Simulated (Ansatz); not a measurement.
This script for Ansatz 0.2.0 through its Python package starts 8 runs on C2H2Te, SMILES C#C[TeH]. What input does the engine get in each?

`run_scan.py`:
```python
"""Potential curve of C2H2Te along one bond."""

import ansatz as az
import numpy as np

geometry = (
    az.Crystal.molecule()
    .atom("C", [-0.7289, -1.1433, 0.4016])
    .atom("C", [0.1143, -0.3466, 0.1033])
    .atom("Te", [1.638, 0.9674, -0.4053])
    .atom("H", [-1.4895, -1.7502, 0.6369])
    .atom("H", [0.5159, 2.199, -0.7778])
)

symbols = [site.symbol for site in geometry.cartesian_sites]
start = np.array([site.position_ang for site in geometry.cartesian_sites])
axis = (start[2] - start[1]) / np.linalg.norm(start[2] - start[1])
moving = [2, 4]
lengths, energies = [1.826, 1.909, 1.992, 2.075, 2.158, 2.241, 2.324, 2.449], []
for length in lengths:
    xyz = start.copy()
    xyz[moving] += (length - np.linalg.norm(start[2] - start[1])) * axis
    point = az.Crystal.molecule()
    for symbol, place in zip(symbols, xyz):
        point = point.atom(symbol, place.tolist())
    calculation = (
        point.calculation()
        .basis(gaussian="def2-SVP")
        .functional("hf")
    )
    report = calculation.run(threads=1).report
    energies.append(report["free_energy_ev"])
    print(f"r = {length:6.3f} A  E = {energies[-1]:.5f} eV  <S^2> = {abs(report['mean_field']['state']['spin_squared']):.3f}")

# quartic fit about the minimum
fit = np.polynomial.Polynomial.fit(lengths, np.array(energies) - min(energies), 4).convert()
roots = [r.real for r in fit.deriv().roots() if abs(r.imag) < 1e-9 and fit.deriv(2)(r.real) > 0]
r_e = min(roots, key=lambda r: abs(r - lengths[int(np.argmin(energies))]))
print(f"minimum of the fit at {r_e:.4f} A, force constant {fit.deriv(2)(r_e):.2f} eV/A^2")
```

Run 1:
```yaml
crystal:
  periodic: [false, false, false]
  atoms:
    - { symbol: C, position_ang: [-0.7289, -1.1433, 0.4016] }
    - { symbol: C, position_ang: [0.1143, -0.3466, 0.1033] }
    - { symbol: Te, position_ang: [1.4549525880888114, 0.8095445827582192, -0.3442001025805405] }
    - { symbol: H, position_ang: [-1.4895, -1.7502, 0.6369] }
    - { symbol: H, position_ang: [0.3328525880888117, 2.041144582758219, -0.7167001025805406] }
basis:
  gaussian:
    orbitals: def2-SVP
hamiltonian:
  xc: hf
```

Run 2, against run 1:
```diff
-    - { symbol: Te, position_ang: [1.4549525880888114, 0.8095445827582192, -0.3442001025805405] }
+    - { symbol: Te, position_ang: [1.5158913420928484, 0.8620966092472291, -0.36454101633420144] }
-    - { symbol: H, position_ang: [0.3328525880888117, 2.041144582758219, -0.7167001025805406] }
+    - { symbol: H, position_ang: [0.39379134209284855, 2.093696609247229, -0.7370410163342015] }
```

Run 3, against run 1:
```diff
-    - { symbol: Te, position_ang: [1.4549525880888114, 0.8095445827582192, -0.3442001025805405] }
+    - { symbol: Te, position_ang: [1.5768300960968853, 0.914648635736239, -0.38488193008786237] }
-    - { symbol: H, position_ang: [0.3328525880888117, 2.041144582758219, -0.7167001025805406] }
+    - { symbol: H, position_ang: [0.4547300960968854, 2.1462486357362387, -0.7573819300878624] }
```

Run 4, against run 1:
```diff
-    - { symbol: Te, position_ang: [1.4549525880888114, 0.8095445827582192, -0.3442001025805405] }
+    - { symbol: Te, position_ang: [1.6377688501009222, 0.9672006622252491, -0.40522284384152335] }
-    - { symbol: H, position_ang: [0.3328525880888117, 2.041144582758219, -0.7167001025805406] }
+    - { symbol: H, position_ang: [0.5156688501009224, 2.1988006622252487, -0.7777228438415233] }
```

Run 5, against run 1:
```diff
-    - { symbol: Te, position_ang: [1.4549525880888114, 0.8095445827582192, -0.3442001025805405] }
+    - { symbol: Te, position_ang: [1.698707604104959, 1.019752688714259, -0.4255637575951842] }
-    - { symbol: H, position_ang: [0.3328525880888117, 2.041144582758219, -0.7167001025805406] }
+    - { symbol: H, position_ang: [0.5766076041049591, 2.2513526887142588, -0.7980637575951842] }
```

Run 6, against run 1:
```diff
-    - { symbol: Te, position_ang: [1.4549525880888114, 0.8095445827582192, -0.3442001025805405] }
+    - { symbol: Te, position_ang: [1.759646358108996, 1.072304715203269, -0.4459046713488452] }
-    - { symbol: H, position_ang: [0.3328525880888117, 2.041144582758219, -0.7167001025805406] }
+    - { symbol: H, position_ang: [0.6375463581089962, 2.303904715203269, -0.8184046713488452] }
```

Run 7, against run 1:
```diff
-    - { symbol: Te, position_ang: [1.4549525880888114, 0.8095445827582192, -0.3442001025805405] }
+    - { symbol: Te, position_ang: [1.8205851121130328, 1.1248567416922788, -0.4662455851025061] }
-    - { symbol: H, position_ang: [0.3328525880888117, 2.041144582758219, -0.7167001025805406] }
+    - { symbol: H, position_ang: [0.6984851121130329, 2.356456741692279, -0.8387455851025061] }
```

Run 8, against run 1:
```diff
-    - { symbol: Te, position_ang: [1.4549525880888114, 0.8095445827582192, -0.3442001025805405] }
+    - { symbol: Te, position_ang: [1.912360344046823, 1.204001359898619, -0.4968794913580195] }
-    - { symbol: H, position_ang: [0.3328525880888117, 2.041144582758219, -0.7167001025805406] }
+    - { symbol: H, position_ang: [0.7902603440468233, 2.435601359898619, -0.8693794913580195] }
```

Running `python run_scan.py` prints:
```text
r =  1.826 A  E = -9352.83533 eV  <S^2> = 0.000
r =  1.909 A  E = -9353.31205 eV  <S^2> = 0.000
r =  1.992 A  E = -9353.53320 eV  <S^2> = 0.000
r =  2.075 A  E = -9353.57188 eV  <S^2> = 0.000
r =  2.158 A  E = -9353.48141 eV  <S^2> = 0.000
r =  2.241 A  E = -9353.30065 eV  <S^2> = 0.000
r =  2.324 A  E = -9353.05804 eV  <S^2> = 0.000
r =  2.449 A  E = -9352.62031 eV  <S^2> = 0.000
minimum of the fit at 2.0538 A, force constant 20.68 eV/A^2
```

Caveats:
- Total energies depend on the basis set; only differences at equal settings carry meaning.
- The rest of the molecule is held rigid at a force-field or estimated start geometry, and the basis set is modest; single-reference methods fail as a bond breaks.
- def2 sets replace the cores of elements past krypton by effective core potentials.
- Hartree-Fock leaves correlation out, so bond, atomisation and ionisation energies come out well too low.
- The orbitals are restricted, so S² is zero by construction.
- Timing: 4.3 s on 1 thread of Arm Neoverse V2, with other jobs on the host, peak memory 0.18 GiB.
